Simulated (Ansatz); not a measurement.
Ta4NiO11:

```
Ta Ni O
1.0
     4.77089    0.00000    0.00513
     0.00000    5.82454    0.00000
    -1.98628    0.00000    7.25051
Ta Ni O
4 1 11
Direct
  0.61339 0.50000 0.76042
  0.38661 0.50000 0.23958
  0.16615 0.00000 0.79875
  0.83385 0.00000 0.20125
  0.50000 0.00000 0.50000
  0.33278 0.79913 0.65053
  0.66722 0.79913 0.34947
  0.90047 0.25786 0.80718
  0.09953 0.25786 0.19282
  0.66722 0.20087 0.34947
  0.33278 0.20087 0.65053
  0.09953 0.74214 0.19282
  0.90047 0.74214 0.80718
  0.50000 0.50000 0.00000
  0.50000 0.00000 0.00000
  0.50000 0.50000 0.50000
```

The cell was built by a generator and needn't be a form met in nature.

| Quantity | Value |
| --- | --- |
| Program | Ansatz 0.2.0 |
| Task | relaxation of cell and atoms |
| Functional | PBEsol |
| Dispersion | D3(BJ) |
| Potentials or basis | Ansatz PAW |
| Cutoff | 420 eV (not typed: the program's choice for these potentials) |
| k mesh | 4 × 4 × 3 |
| Occupations | fermi-dirac, width 0.05 eV |
| Spin | collinear spin, ferromagnetic start |
| Starting moments | [0.0, 0.0, 0.0, 0.0, 1.0, 0.0, 0.0, 0.0, 0.0, 0.0, 0.0, 0.0, 0.0, 0.0, 0.0, 0.0] μB |

At the start: volume 12.60 Å³/atom.

Q: How do energy, volume and symmetry change on relaxing?

A: It ends after 13 steps and the volume is 12.01 Å³/atom (-4.6 %); space group P2/m (No. 10, to 0.05 Å); moment 0.00 μB per cell.

Step by step:
| step | energy change (eV) | largest force (eV/Å) | volume (Å³) |
| --- | --- | --- | --- |
| 1 | 0.0000 | 0.2217 | 201.54 |
| 2 | -0.2373 | 0.3490 | 192.05 |
| 3 | -0.2479 | 0.2231 | 193.18 |
| 4 | -0.2546 | 0.1341 | 193.14 |
| 5 | -0.2586 | 0.0638 | 192.86 |
| 6 | -0.2602 | 0.0326 | 192.72 |
| 7 | -0.2610 | 0.0138 | 192.63 |
| 8 | -0.2610 | 0.0031 | 192.62 |
| 9 | -0.2307 | 0.0032 | 192.62 |
| 10 | -0.2333 | 0.0349 | 192.14 |
| 11 | -0.2333 | 0.0172 | 192.18 |
| 12 | -0.2332 | 0.0029 | 192.20 |
| 13 | -0.2311 | 0.0029 | 192.20 |

Final structure:
```xyz
16
Lattice="4.6683 0.0000 -0.0452 0.0000 5.7506 0.0000 -2.0199 0.0000 7.1792" Properties=species:S:1:pos:R:3 pbc="T T T"
Ta    1.2851    2.8753    5.4295
Ta    1.3632    2.8753    1.7045
Ta   -0.8658    0.0000    5.7090
Ta    3.5142    0.0000    1.4250
Ni    1.3242    0.0000    3.5670
O     0.2341    4.5973    4.6249
O     2.4143    4.5973    2.5091
O     2.5809    1.4978    5.7688
O     0.0675    1.4978    1.3652
O     2.4143    1.1533    2.5091
O     0.2341    1.1533    4.6249
O     0.0675    4.2528    1.3652
O     2.5809    4.2528    5.7688
O     2.3341    2.8753   -0.0226
O     2.3341    0.0000   -0.0226
O     1.3242    2.8753    3.5670
```

Caveat: the plane-wave basis is chosen anew once the cell has moved, so the energies of steps on either side of that aren't comparable; the pressure holds a Pulay correction of +0.7 GPa for the finite cutoff; the PAW data sets come from PBE, with cores solved anew for the run's functional, which leaves a small shift of forces and pressure; the starting moments weren't kept.
